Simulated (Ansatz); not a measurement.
# Cl2OTi: the cost of one run

The runs use Ansatz 0.2.0, Gaussian basis; PBE0-D4/def2-TZVP structures, single points in def2-TZVPP, no counterpoise correction.

Levels: SPW92, PBE-D4, BLYP-D4, r2SCAN-D4, B97M-V, PBE0-D4, B3LYP-D4, r2SCAN0-D4, BHLYP-D4, CAM-B3LYP-D4, wB97X-V, wB97M-V, B2PLYP, PBE-QIDH, RPA on PBE, Hartree-Fock, MP2, CCSD, CCSD(T).

Cores are frozen in the correlated methods. B3LYP uses VWN-RPA correlation. B2PLYP carries no dispersion term here.

56 further runs of the same task are left out: 56 set aside as unsound or not needed.

**1. Where the work starts**

The complex: 6 atoms, charge 0, spin multiplicity 1.

Atoms are counted from 1 here; the program's logs count them from 0.

Bond lengths: Ti1–Cl2 2.553 Å, Ti1–O3 1.593 Å, Ti1–Cl5 2.222 Å, Ti1–Cl6 2.222 Å, Cl2–H4 1.290 Å. Angles: Cl2–Ti1–O3 94.5°, Cl2–Ti1–Cl5 105.2°, Cl2–Ti1–Cl6 105.2°, O3–Ti1–Cl5 113.5°, O3–Ti1–Cl6 113.5°, Cl5–Ti1–Cl6 120.6°, Ti1–Cl2–H4 88.5°.

Coordinates:

| atom | x (Å) | y (Å) | z (Å) |
| --- | --- | --- | --- |
| Ti1 | 0.2825 | 0.4479 | 0.3821 |
| Cl2 | -1.3640 | -0.9413 | -0.9875 |
| O3 | 1.5376 | -0.4702 | 0.0353 |
| H4 | -0.3886 | -1.7237 | -1.3045 |
| Cl5 | 0.3356 | 2.4342 | -0.6123 |
| Cl6 | -0.4031 | 0.2531 | 2.4867 |

Its parts: TiCl₂O holds atoms 1, 3, 5, 6; HCl holds atoms 2, 4. Each part counts its atoms afresh in its own runs.

**2. Relaxing TiCl₂O alone**

File relax-a/in.yaml:

```yaml
crystal:
  periodic: [false, false, false]
  atoms:
    - {symbol: Ti, position_ang: [0.282472, 0.447869, 0.382125]}
    - {symbol: O, position_ang: [1.537603, -0.470172, 0.035327]}
    - {symbol: Cl, position_ang: [0.335596, 2.434222, -0.612299]}
    - {symbol: Cl, position_ang: [-0.403091, 0.253132, 2.486736]}
basis:
  gaussian: {orbitals: def2-TZVP}
hamiltonian: {xc: pbe0, dispersion: d4}
relax: {f_tol: 0.005, max_steps: 200}
```

Started as:

```console
ansatz run in.yaml --threads 8 --pin off --events-out ev --progress --plain --max-ram 19148MiB
```

**Question.** How long does this run take on 8 threads of Arm Neoverse V1, shared host?

About 18 s.
